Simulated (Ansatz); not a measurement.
# C2H4BCl (SMILES ClB1CC1): levels of theory compared

Wanted: a comparison of 6 runs (HF/def2-SVP, B3LYP/6-31G*, PBE0/def2-SVP, PBE0/6-31+G*, r2SCAN/cc-pVTZ) of C2H4BCl. 

Program for the calculation: Ansatz 0.2.0.

6 further runs of the same task are left out: 3 for a known fault of the program, 1 that didn't finish, 2 set aside as unsound or not needed.

## Step 1: The molecule

C2H4BCl has 8 atoms, charge 0, and is taken as a singlet. As SMILES, `ClB1CC1`. The shape is that of a PBE0-D4/def2-TZVP optimisation.

Bond lengths: Cl1–B2 1.717 Å, B2–C3 1.513 Å, B2–C4 1.513 Å, C3–C4 1.562 Å, C3–H5 1.086 Å, C3–H6 1.086 Å, C4–H7 1.086 Å, C4–H8 1.087 Å. Some angles: Cl1–B2–C3 148.9°, Cl1–B2–C4 148.9°, C3–B2–C4 62.1°, B2–C3–C4 58.9°, B2–C4–C3 58.9°, B2–C3–H5 120.4°, B2–C3–H6 120.4°, C4–C3–H5 117.0°, C4–C3–H6 117.0°, B2–C4–H7 120.4°.

## Step 2: Energy and forces at HF/def2-SVP (run 1)

run.yaml

```yaml
crystal:
  periodic: [false, false, false]
  atoms:
    - {symbol: Cl, position_ang: [-2.493000, 0.742700, -0.419700]}
    - {symbol: B, position_ang: [-0.868600, 0.256400, -0.152000]}
    - {symbol: C, position_ang: [0.564700, 0.635200, 0.151600]}
    - {symbol: C, position_ang: [0.151300, -0.857000, -0.051400]}
    - {symbol: H, position_ang: [1.189700, 1.082900, -0.616100]}
    - {symbol: H, position_ang: [0.853700, 0.935000, 1.155100]}
    - {symbol: H, position_ang: [0.515300, -1.352300, -0.947300]}
    - {symbol: H, position_ang: [0.179100, -1.500100, 0.823900]}
basis:
  gaussian:
    orbitals: def2-SVP
hamiltonian:
  xc: hf
accuracy: high
output: {forces: true, orbitals: {seedname: orbitals}}
```

The run is started by

```console
ansatz run run.yaml --threads 1 --pin off --max-ram 2610MiB --events-out events.jsonl --progress --plain --runs-dir runs
```

The log of the run:

```text
Warning: RAYON_NUM_THREADS=1 ignored (pool sized by the plan → 1); use --threads N
Functional definition: HF
  name "HF"
  exchange = exact_x
  correlation = 0
1854 factors; integrals over basis functions are off by at most 4.1e-9 eV
mean field evaluation 1: about -15290.9867 eV, gradient 2.8e1 eV
mean field evaluation 2: about -15291.0578 eV, gradient 2.8e1 eV
mean field evaluation 4: about -15293.3013 eV, gradient 2.7e0 eV
mean field evaluation 8: about -15293.3355 eV, gradient 1.5e-1 eV
mean field evaluation 16: about -15293.3357 eV, gradient 6.3e-9 eV
mean field -15293.33566242 eV, -562.0197193987 hartree, gradient 6.3e-9 eV, S^2 0.000000; 0 other end points of the search recorded, 0 dependent functions left out
the calculation of the forces begins
reference -15293.33566242 eV, -562.0197193987 hartree; 19, 19 occupied and 61, 61 virtual orbitals, 1854 factors
Total energy: -15293.33566242 eV, -562.0197193987 hartree
Atom 0 at    -2.493000     0.742700    -0.419700 Å, force    -0.567654     0.170133    -0.093507 eV/Å
Atom 1 at    -0.868600     0.256400    -0.152000 Å, force     0.110272    -0.033332     0.018072 eV/Å
Atom 2 at     0.564700     0.635200     0.151600 Å, force     0.269386     0.075502     0.057603 eV/Å
Atom 3 at     0.151300    -0.857000    -0.051400 Å, force     0.191555    -0.213888     0.018925 eV/Å
Atom 4 at     1.189700     1.082900    -0.616100 Å, force    -0.003031    -0.013902    -0.010376 eV/Å
Atom 5 at     0.853700     0.935000     1.155100 Å, force    -0.006281    -0.014980     0.006271 eV/Å
Atom 6 at     0.515300    -1.352300    -0.947300 Å, force     0.004235     0.015634    -0.006034 eV/Å
Atom 7 at     0.179100    -1.500100     0.823900 Å, force     0.001518     0.014833     0.009046 eV/Å
Dipole moment:     0.169206    -0.050642     0.027890 e Å
```

Run time: 2.1 s. Hardware: 1 thread of AMD EPYC 9R14 (Zen 4), shared host; peak memory 0.23 GiB.

## Step 3: Energy and forces at B3LYP/6-31G(d) (spherical functions) (run 2)

molecule.yaml

```yaml
crystal:
  periodic: [false, false, false]
  atoms:
    - {symbol: Cl, position_ang: [-2.493000, 0.742700, -0.419700]}
    - {symbol: B, position_ang: [-0.868600, 0.256400, -0.152000]}
    - {symbol: C, position_ang: [0.564700, 0.635200, 0.151600]}
    - {symbol: C, position_ang: [0.151300, -0.857000, -0.051400]}
    - {symbol: H, position_ang: [1.189700, 1.082900, -0.616100]}
    - {symbol: H, position_ang: [0.853700, 0.935000, 1.155100]}
    - {symbol: H, position_ang: [0.515300, -1.352300, -0.947300]}
    - {symbol: H, position_ang: [0.179100, -1.500100, 0.823900]}
basis:
  gaussian: {orbitals: 6-31G_st_-spherical.json}
magnetization: {spin_polarized: false, initial_magnetization: 0}
hamiltonian: {xc: {name: B3LYP}}
accuracy: high
output: {forces: true, orbitals: {seedname: orbitals}}
```

The basis set 6-31G* is read from a file made from the Basis Set Exchange's data (not shown).

The run is started by

```console
ansatz run molecule.yaml --threads 1 --pin off --max-ram 2610MiB --events-out events.jsonl --progress --plain --runs-dir runs
```

The log of the run, shortened:

```text
Warning: RAYON_NUM_THREADS=1 ignored (pool sized by the plan → 1); use --threads N
Functional definition: B3LYP
  name "B3LYP"
[...]
1594 factors; integrals over basis functions are off by at most 3.7e-9 eV
[...]
mean field -15337.74036244 eV, -563.6515620257 hartree, gradient 3.6e-8 eV, S^2 0.000000; 0 other end points of the search recorded, 0 dependent functions left out
[...]
reference -15337.74039612 eV, -563.6515632637 hartree; 19, 19 occupied and 49, 49 virtual orbitals, 1594 factors
Total energy: -15337.74039612 eV, -563.6515632637 hartree
Atom 0 at    -2.493000     0.742700    -0.419700 Å, force    -0.469446     0.140702    -0.077332 eV/Å
Atom 1 at    -0.868600     0.256400    -0.152000 Å, force     0.020767    -0.006501     0.003338 eV/Å
Atom 2 at     0.564700     0.635200     0.151600 Å, force     0.165903     0.206708     0.048901 eV/Å
Atom 3 at     0.151300    -0.857000    -0.051400 Å, force     0.036414    -0.267688    -0.015041 eV/Å
Atom 4 at     1.189700     1.082900    -0.616100 Å, force     0.101610     0.069463    -0.070942 eV/Å
Atom 5 at     0.853700     0.935000     1.155100 Å, force     0.066595     0.054359     0.113260 eV/Å
Atom 6 at     0.515300    -1.352300    -0.947300 Å, force     0.056358    -0.091113    -0.092457 eV/Å
Atom 7 at     0.179100    -1.500100     0.823900 Å, force     0.021799    -0.105931     0.090272 eV/Å
Dipole moment:     0.215476    -0.064498     0.035513 e Å
```

Run time: 4.5 s. Hardware: 1 thread of AMD EPYC 9R14 (Zen 4), shared host; peak memory 0.22 GiB.

Runs 3 to 5 aren't shown in full; the table further down has their settings and results.

## Step 4: Energy and gradient at r2SCAN/cc-pVTZ (run 6)

run.yaml, as its differences from that of step 2:

```diff
@@ -13,5 +13,5 @@
   gaussian:
-    orbitals: def2-SVP
+    orbitals: cc-pVTZ
 hamiltonian:
-  xc: hf
+  xc: {name: r2SCAN}
 accuracy: high
```

The run is started by

```console
ansatz run run.yaml --threads 1 --pin off --max-ram 2610MiB --events-out events.jsonl --progress --plain --runs-dir runs
```

The log of the run, shortened:

```text
Warning: RAYON_NUM_THREADS=1 ignored (pool sized by the plan → 1); use --threads N
Functional definition: r2SCAN
  name "r2SCAN"
[...]
3075 factors; integrals over basis functions are off by at most 3.5e-9 eV
[...]
mean field -15336.82458308 eV, -563.6179077553 hartree, gradient 3.3e-8 eV, S^2 0.000000; 0 other end points of the search recorded, 0 dependent functions left out
[...]
reference -15336.82458386 eV, -563.6179077837 hartree; 19, 19 occupied and 161, 161 virtual orbitals, 3075 factors
Total energy: -15336.82458386 eV, -563.6179077837 hartree
Atom 0 at    -2.493000     0.742700    -0.419700 Å, force    -0.176923     0.053125    -0.029123 eV/Å
Atom 1 at    -0.868600     0.256400    -0.152000 Å, force     0.176073    -0.053015     0.028916 eV/Å
Atom 2 at     0.564700     0.635200     0.151600 Å, force     0.046023     0.207416     0.026215 eV/Å
Atom 3 at     0.151300    -0.857000    -0.051400 Å, force    -0.065527    -0.201950    -0.028914 eV/Å
Atom 4 at     1.189700     1.082900    -0.616100 Å, force    -0.000001    -0.007901     0.022159 eV/Å
Atom 5 at     0.853700     0.935000     1.155100 Å, force     0.008219    -0.003987    -0.021533 eV/Å
Atom 6 at     0.515300    -1.352300    -0.947300 Å, force     0.001727     0.001067     0.023701 eV/Å
Atom 7 at     0.179100    -1.500100     0.823900 Å, force     0.010409     0.005245    -0.021421 eV/Å
Dipole moment:     0.180190    -0.053936     0.029697 e Å
```

Run time: 21 s. Hardware: 1 thread of AMD EPYC 9R14 (Zen 4), shared host; peak memory 0.79 GiB.

## Step 5: Overview of the runs

| run | level | Cartesian functions | energy (Eh) | dipole moment (D) | HOMO energy (eV) | LUMO energy (eV) | wall time |
| --- | --- | --- | --- | --- | --- | --- | --- |
| 1 | HF/def2-SVP | no | -562.019719 | 0.86 | -10.32 | 2.90 | 2.1 s |
| 2 | B3LYP/6-31G* (spherical functions) | no | -563.651563 | 1.09 | -6.82 | -1.06 | 4.5 s |
| 3 | B3LYP/6-31G* (Cartesian functions) | yes | -563.656541 | 1.09 | -6.82 | -1.06 | 4.8 s |
| 4 | PBE0/def2-SVP | no | -563.159690 | 0.78 | -7.17 | -0.98 | 5.1 s |
| 5 | PBE0/6-31+G* (spherical functions) | no | -563.357645 | 1.06 | -7.24 | -1.09 | 6.3 s |
| 6 | r2SCAN/cc-pVTZ | no | -563.617908 | 0.91 | -6.20 | -1.74 | 21 s |

## Step 6: Results

| quantity | value |
| --- | --- |
| run 6: total energy | -563.61791 Eh |
| run 6: dipole moment | 0.91 D |
| run 6: HOMO energy | -6.20 eV |
| run 6: LUMO energy | -1.74 eV |
| run 6: HOMO–LUMO gap | 4.46 eV |
| run 6: largest force on an atom | 0.214 eV/Å |

What this shows: The dipole moment (its size) runs from 0.78 D (PBE0/def2-SVP) to 1.09 D (B3LYP/6-31G*). The two ends differ in method and basis. The HOMO–LUMO gap runs from 4.46 eV (r2SCAN/cc-pVTZ) to 13.22 eV (HF/def2-SVP). Totals of different functionals can't be ranked against each other. All runs together took 44 s, the longest 21 s.
